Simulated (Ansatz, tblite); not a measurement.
# C23H26F6INO4S2: a ladder of methods and basis sets

The task here is to estimate one member of a computed series from the others.

Computed with Ansatz 0.2.0, Gaussian basis. Level: as each input shows.

Levels to be run: GFN1-xTB, GFN2-xTB, PBE-D4/def2-SVP, r2SCAN-D4/def2-SVP, B97M-V/def2-SVP, r2SCANh-D4/def2-SVP, PBE-QIDH/def2-SVP, r2SCAN-D4/def2-mTZVP.

3 further runs of the same task are left out: 1 that didn't finish, 2 set aside as unsound or not needed.

## The relaxed structure

The singlet was relaxed beforehand with PBE-D4/def2-SVP.

SMILES `CC(C)(C)c1ccc([I+]c2ccc(C(C)(C)C)cc2)cc1.O=S1(=O)[N-]S(=O)(=O)C(F)(F)C(F)(F)C1(F)F`, 63 atoms, charge 0, spin multiplicity 1.

Bond lengths: C1–C2 1.539 Å, C1–H22 1.110 Å, C1–H23 1.108 Å, C1–H24 1.108 Å, C2–C3 1.547 Å, C2–C4 1.546 Å, C2–C5 1.534 Å, C3–H25 1.110 Å, C3–H26 1.109 Å, C3–H27 1.109 Å, C4–H28 1.106 Å, C4–H29 1.107 Å, C4–H30 1.109 Å, C5–C6 1.409 Å, C5–C21 1.413 Å, C6–C7 1.401 Å, C6–H31 1.097 Å, C7–C8 1.395 Å and more. Angles: C2–C1–H22 112.3°, C2–C1–H23 109.4°, C2–C1–H24 110.8°, H22–C1–H23 107.1°, H22–C1–H24 109.0°, H23–C1–H24 107.9°, C1–C2–C3 109.2°, C1–C2–C4 108.2°, C1–C2–C5 111.7°, C3–C2–C4 109.9°, C3–C2–C5 108.2°, C4–C2–C5 109.6°, C2–C3–H25 110.0°, C2–C3–H26 111.4°, C2–C3–H27 111.7°, H25–C3–H26 108.0°, H25–C3–H27 107.6°, H26–C3–H27 107.9° and more.

I takes a core potential in the def2 sets. No spin-orbit coupling is included.

PBE0-D4/def2-SVP was run before; its log isn't repeated, and its numbers join the tables.

Set-up of the first run:

Tight binding, by tblite at 300 K electronic temperature and without a spin-polarisation term:

```python
tblite.interface.Calculator('GFN1-xTB', numbers, positions, charge=0, uhf=0).singlepoint()
```

Tight binding, by tblite at 300 K electronic temperature and without a spin-polarisation term:

```python
tblite.interface.Calculator('GFN2-xTB', numbers, positions, charge=0, uhf=0).singlepoint()
```

start.molden holds the orbitals of an earlier run on this state, given as this run's starting guess.

Input file in.yaml:

```yaml
crystal:
  periodic: [false, false, false]
  atoms:
    - {symbol: C, position_ang: [-5.561230, 0.796047, -0.863864]}
    - {symbol: C, position_ang: [-5.066536, 0.464805, 0.555368]}
    - {symbol: C, position_ang: [-6.149774, 0.875491, 1.580581]}
    - {symbol: C, position_ang: [-4.815756, -1.058609, 0.634709]}
    - {symbol: C, position_ang: [-3.774374, 1.217431, 0.896292]}
    - {symbol: C, position_ang: [-3.228092, 2.192380, 0.037903]}
    - {symbol: C, position_ang: [-2.023361, 2.844567, 0.329709]}
    - {symbol: C, position_ang: [-1.383160, 2.506483, 1.522702]}
    - {symbol: I, position_ang: [0.543152, 3.343292, 1.872540]}
    - {symbol: C, position_ang: [1.940376, 1.978576, 0.996971]}
    - {symbol: C, position_ang: [2.235980, 2.090494, -0.365027]}
    - {symbol: C, position_ang: [3.215716, 1.233817, -0.877842]}
    - {symbol: C, position_ang: [3.872654, 0.275539, -0.072389]}
    - {symbol: C, position_ang: [4.966844, -0.620143, -0.675498]}
    - {symbol: C, position_ang: [4.460689, -1.309110, -1.963149]}
    - {symbol: C, position_ang: [5.419354, -1.716324, 0.306106]}
    - {symbol: C, position_ang: [6.179477, 0.279624, -1.014936]}
    - {symbol: C, position_ang: [3.502686, 0.193508, 1.284211]}
    - {symbol: C, position_ang: [2.530812, 1.037245, 1.839370]}
    - {symbol: C, position_ang: [-1.879049, 1.560915, 2.426368]}
    - {symbol: C, position_ang: [-3.084725, 0.932836, 2.096803]}
    - {symbol: H, position_ang: [-5.824884, 1.867745, -0.978589]}
    - {symbol: H, position_ang: [-6.476110, 0.209558, -1.081719]}
    - {symbol: H, position_ang: [-4.796848, 0.528991, -1.620185]}
    - {symbol: H, position_ang: [-7.097240, 0.339210, 1.366476]}
    - {symbol: H, position_ang: [-6.354563, 1.964953, 1.537692]}
    - {symbol: H, position_ang: [-5.848946, 0.625354, 2.617975]}
    - {symbol: H, position_ang: [-4.005152, -1.359786, -0.054531]}
    - {symbol: H, position_ang: [-4.517576, -1.384701, 1.650020]}
    - {symbol: H, position_ang: [-5.747226, -1.598270, 0.366342]}
    - {symbol: H, position_ang: [-3.715902, 2.425792, -0.916349]}
    - {symbol: H, position_ang: [-1.588643, 3.550375, -0.389692]}
    - {symbol: H, position_ang: [1.704336, 2.787942, -1.024920]}
    - {symbol: H, position_ang: [3.448965, 1.306483, -1.949867]}
    - {symbol: H, position_ang: [3.588994, -1.957307, -1.757197]}
    - {symbol: H, position_ang: [5.269860, -1.934800, -2.392107]}
    - {symbol: H, position_ang: [4.159354, -0.580098, -2.740558]}
    - {symbol: H, position_ang: [6.185709, -2.354693, -0.177179]}
    - {symbol: H, position_ang: [5.875992, -1.295142, 1.224688]}
    - {symbol: H, position_ang: [4.574337, -2.369941, 0.601168]}
    - {symbol: H, position_ang: [6.572151, 0.781860, -0.107326]}
    - {symbol: H, position_ang: [5.911508, 1.065937, -1.749181]}
    - {symbol: H, position_ang: [6.997331, -0.329083, -1.453034]}
    - {symbol: H, position_ang: [3.955232, -0.559872, 1.941126]}
    - {symbol: H, position_ang: [2.238353, 0.927659, 2.890927]}
    - {symbol: H, position_ang: [-1.325636, 1.266853, 3.327775]}
    - {symbol: H, position_ang: [-3.467318, 0.161331, 2.779788]}
    - {symbol: O, position_ang: [0.297692, -0.906216, 2.307751]}
    - {symbol: S, position_ang: [-0.450002, -1.187371, 1.058175]}
    - {symbol: O, position_ang: [-1.789717, -1.810341, 1.142460]}
    - {symbol: N, position_ang: [-0.296178, 0.131282, 0.110366]}
    - {symbol: S, position_ang: [-0.901079, 0.142673, -1.403479]}
    - {symbol: O, position_ang: [-0.475950, 1.419740, -2.024447]}
    - {symbol: O, position_ang: [-2.295996, -0.324557, -1.585284]}
    - {symbol: C, position_ang: [0.149493, -1.209971, -2.220198]}
    - {symbol: F, position_ang: [-0.325816, -1.460814, -3.458203]}
    - {symbol: F, position_ang: [1.420189, -0.745980, -2.328020]}
    - {symbol: C, position_ang: [0.162902, -2.546427, -1.417201]}
    - {symbol: F, position_ang: [-1.068182, -3.098050, -1.485039]}
    - {symbol: F, position_ang: [1.049617, -3.386077, -2.035911]}
    - {symbol: C, position_ang: [0.580077, -2.453714, 0.083112]}
    - {symbol: F, position_ang: [0.434945, -3.672043, 0.643596]}
    - {symbol: F, position_ang: [1.890262, -2.097337, 0.153829]}
basis:
  gaussian: {orbitals: def2-SVP, fitting: {mean_field: def2-universal-jkfit}, initial_orbitals: start.molden}
hamiltonian: {xc: pbe, dispersion: d4}
scf: {omitted_lower_state_checks: [starts]}
output: {orbitals: {seedname: orbitals}}
```

The run is started by

```
ansatz run in.yaml --threads 2 --pin off --events-out ev --progress --plain --max-ram 32768MiB --backend cuda --devices 0, --max-vram 18GiB
```

Among the steps run: PBE-D4/def2-SVP; r2SCAN-D4/def2-SVP; B97M-V/def2-SVP; r2SCANh-D4/def2-SVP; PBE-QIDH/def2-SVP; r2SCAN-D4/def2-mTZVP.

One table of the session follows, with a row left open; its other results are not shown here.

It belongs to the step «Binding energy». 

```
               level  binding an atom (eV)
     PBE-D4/def2-SVP                 4.694
  r2SCAN-D4/def2-SVP                 4.522
r2SCAN-D4/def2-mTZVP                 4.423
     B97M-V/def2-SVP                 4.512
 r2SCANh-D4/def2-SVP                 4.477
    PBE0-D4/def2-SVP                     ?
```

Q: Estimate the row for PBE0-D4/def2-SVP from the others.

The run gave: binding an atom (eV): 4.549. In the column «binding an atom (eV)» it lies between r2SCAN-D4/def2-SVP (4.522) and PBE-D4/def2-SVP (4.694).

To keep in mind: Free atoms were run apart at each level; binding is atoms less cluster, divided by the number of atoms, without zero-point or spin-orbit terms.
